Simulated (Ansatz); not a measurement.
# Ti: a line through a two-coordinate scan

One table from this session's results is given with a row withheld; the runs are named, their logs left out.

Computed with Ansatz 0.2.0 (DFT LDA, scalar-relativistic, plane waves, PAW, unless a step's input says otherwise).

26 further runs of the same task are left out: 26 set aside as unsound or not needed.

## Starting point

The structure is cubic, space group Fm-3m (No. 225). The conventional cell has a = 4.001 Å, b = 4.001 Å, c = 4.001 Å, α = 90.00°, β = 90.00°, γ = 90.00°. Ti (site symmetry m-3m) is surrounded by 12 Ti at 2.83 Å.

Structure file:

```
Ti
1.0
     0.00000    2.00053    2.00053
     2.00053    0.00000    2.00053
     2.00053    2.00053    0.00000
Ti
1
Direct
  0.00000 0.00000 0.00000
```

This cell was relaxed beforehand with the same method: volume 16.01 Å³/atom, gap on the mesh none (metal).

## The scan

The energy is mapped over volume and the cell's shape.

The axes are (1) volume per atom: 7 values from 14.09 to 17.93 Å³; (2) c/a of the conventional cell: 9 values from 0.629 to 1.167.

Nothing else is relaxed (symmetry fixes all fractional coordinates). Energies count from the relaxed crystal. Points are written as (first, second).

Set-up of the first run:

The input, input.yaml:

```yaml
crystal:
  lattice:
    - [0.0, 2.0709822242, 1.6427031002]
    - [2.0709822242, 0.0, 1.6427031002]
    - [2.0709822242, 2.0709822242, 0.0]
  atoms:
    - { symbol: Ti, position: [0.0, 0.0, 0.0] }
basis:
  ecutwfc: 520.0
kpoints:
  mp_grid: { grid: [22, 22, 22] }
hamiltonian:
  xc: lda
  pseudopotentials: { kind: paw, azcp: { folder: soft_1 } }
scf:
  occupations: { method: gaussian, width: 0.15 }
output:
  forces: true
  stress: true
  eigenvalues: true
```

Started as:

```
ansatz run input.yaml --threads 1 --pin off --max-ram 2048MiB --backend cpu --events-out ev --progress --plain --runs-dir out
```

Steps of the session up to this table: The run at (14.09 Å³, 0.793); Point (14.73 Å³, 0.793); The run at (15.37 Å³, 0.793); Point (16.01 Å³, 0.793); Point (16.65 Å³, 0.793); Point (17.93 Å³, 0.793).

One table of the session follows, with a row left open; its other results are not shown here.

```
volume per atom (Å³)  energy (meV/atom)  slope (meV/atom per Å³)  pressure (GPa)
               14.09                123                     −110            17.6
               14.73                  ?                        ?               ?
               15.37                 38                      −27             4.4
               16.01                 31                        5            −0.7
               16.65                 43                       31            −5.0
               17.29                 70                       54            −8.7
               17.93                111                       73           −11.7
```

Q: Estimate the row for volume per atom (Å³) = 14.73 from the others.

Worked estimate for «energy (meV/atom)». A straight line through the neighbours (14.09, 123) and (15.37, 38) gives 123 + (38 − 123) × (14.73 − 14.09) / (15.37 − 14.09) = 80; a parabola fitted to 3 rows on both sides gives 69.

As computed: energy (meV/atom): 67; slope (meV/atom per Å³): −65; pressure (GPa): 10.4. In «energy (meV/atom)» the line misses by +13 and the parabola by +2.

Energies count from the relaxed crystal. Rows without a step come from runs not printed here or follow by symmetry.

In words: The lowest point of the line is at 16.01 Å³, 31 meV/atom from the zero. V·d²E/dV² there is about 120 GPa, a bulk modulus under this line's constraint. The highest point computed, at 14.09 Å³, lies 92 meV/atom above the lowest.

To keep in mind: Warnings in the runs' records: pseudo functional mismatch.
